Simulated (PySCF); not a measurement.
# C8H8O: the cost of one run

The runs use PySCF 2.14.0; levels as typed in each script, gas phase, geometry from GFN2-xTB.

1 further run of the same task is left out (it didn't finish).

### 1 The starting structure

17 atoms, charge 0, spin multiplicity 1.

Bond lengths: O1–C2 1.360 Å, O1–H10 0.965 Å, C2–C3 1.392 Å, C2–C9 1.391 Å, C3–C4 1.378 Å, C3–H11 1.078 Å, C4–C5 1.397 Å, C4–H12 1.081 Å, C5–C6 1.457 Å, C5–C8 1.395 Å, C6–C7 1.328 Å, C6–H13 1.084 Å, C7–H14 1.077 Å, C7–H15 1.077 Å, C8–C9 1.380 Å, C8–H16 1.079 Å, C9–H17 1.083 Å. Angles: C2–O1–H10 109.8°, O1–C2–C3 118.5°, O1–C2–C9 122.2°, C3–C2–C9 119.3°, C2–C3–C4 119.9°, C2–C3–H11 118.8°, C4–C3–H11 121.3°, C3–C4–C5 121.6°, C3–C4–H12 119.2°, C5–C4–H12 119.2°, C4–C5–C6 119.0°, C4–C5–C8 117.8°, C6–C5–C8 123.2°, C5–C6–C7 127.0°, C5–C6–H13 114.3°, C7–C6–H13 118.7°, C6–C7–H14 122.9°, C6–C7–H15 121.3° and more.

Geometry (Å):

```
O    -3.1544    0.1735    0.0021
C    -1.7983    0.0703    0.0009
C    -1.2297   -1.2000    0.0025
C     0.1411   -1.3388    0.0002
C     0.9890   -0.2280   -0.0028
C     2.4301   -0.4390   -0.0050
C     3.3746    0.4945    0.0071
C     0.4024    1.0374   -0.0043
C    -0.9694    1.1869   -0.0025
H    -3.4118    1.1034    0.0015
H    -1.8805   -2.0599    0.0055
H     0.5704   -2.3306    0.0021
H     2.7278   -1.4809   -0.0174
H     3.1553    1.5484    0.0214
H     4.4188    0.2328    0.0045
H     1.0222    1.9203   -0.0080
H    -1.4062    2.1778   -0.0033
```

### 2 Localised orbitals (BLYP/def2-svp)

Contents of input.py:

```python
import numpy as np
from pyscf import gto, scf, dft, lo
from pyscf.data.elements import chemcore

def solve(mol, dm0=None, hcore=None):
    mf = (dft.UKS if mol.spin else dft.RKS)(mol, xc='blyp')
    mf.grids.level = 3
    mf = mf.density_fit(auxbasis='def2-universal-jkfit')
    mf.conv_tol, mf.max_cycle = 1e-8, 80
    if hcore is not None:
        mf.get_hcore = lambda *args: hcore
    mf.kernel(dm0)
    if not mf.converged:
        mf = mf.newton().run(mf.mo_coeff, mf.mo_occ, max_cycle=30)
    assert mf.converged, 'SCF not converged'
    return mf

mol = gto.M(atom='''
O     -3.15444     0.17352     0.00210
C     -1.79828     0.07029     0.00092
C     -1.22966    -1.20002     0.00249
C      0.14109    -1.33879     0.00021
C      0.98897    -0.22797    -0.00277
C      2.43013    -0.43899    -0.00501
C      3.37464     0.49455     0.00714
C      0.40240     1.03745    -0.00435
C     -0.96939     1.18689    -0.00246
H     -3.41175     1.10341     0.00150
H     -1.88052    -2.05993     0.00546
H      0.57037    -2.33056     0.00213
H      2.72783    -1.48087    -0.01739
H      3.15535     1.54839     0.02137
H      4.41884     0.23283     0.00451
H      1.02218     1.92034    -0.00803
H     -1.40619     2.17777    -0.00330
''', basis='def2-svp', charge=0, spin=0, verbose=4)
mf = solve(mol)
occ_all = mf.mo_coeff[:, mf.mo_occ > 0]
occ = occ_all[:, chemcore(mol):]
loc = lo.ibo.ibo(mol, occ, iaos=lo.iao.iao(mol, occ_all))
fock, s = mf.get_fock(), mf.get_ovlp()
ortho = lo.orth_ao(mol, 'meta_lowdin')
ortho = lo.vec_lowdin(lo.iao.iao(mol, occ_all), s)
labels = lo.iao.reference_mol(mol).ao_labels(fmt=None)
vir = lo.vvo.livvo(mol, occ_all, mf.mo_coeff[:, mf.mo_occ == 0])
both = np.hstack([loc, vir])
p = (ortho.T @ s @ both) ** 2
pop = np.array([p[[l[0] == a for l in labels]].sum(0) for a in range(mol.natm)])
spd = np.array([[p[[l[0] == a and l[2][-1] == k for l in labels]].sum(0) for k in 'spd'] for a in range(mol.natm)])
eps = np.einsum('pi,pq,qi->i', both, fock, both)
for i in np.argsort(eps):
    top = np.argsort(-pop[:, i])[:3]
    print('%3d %s %9.4f Eh ' % (i + 1, 'occ' if i < loc.shape[1] else 'vir', eps[i]), '  '.join('%s%d %.3f' % (mol.atom_symbol(a), a + 1, pop[a, i]) for a in top))
np.savez('result.npz', c=both, nocc=loc.shape[1], pop=pop, spd=spd, eps=eps, e=mf.e_tot)
```

Command:

```sh
$ OMP_NUM_THREADS=1 python input.py
```

What time and memory should one allow on 1 thread of Arm Neoverse V1, shared host?

About 51 s, with a peak of 0.62 GiB.
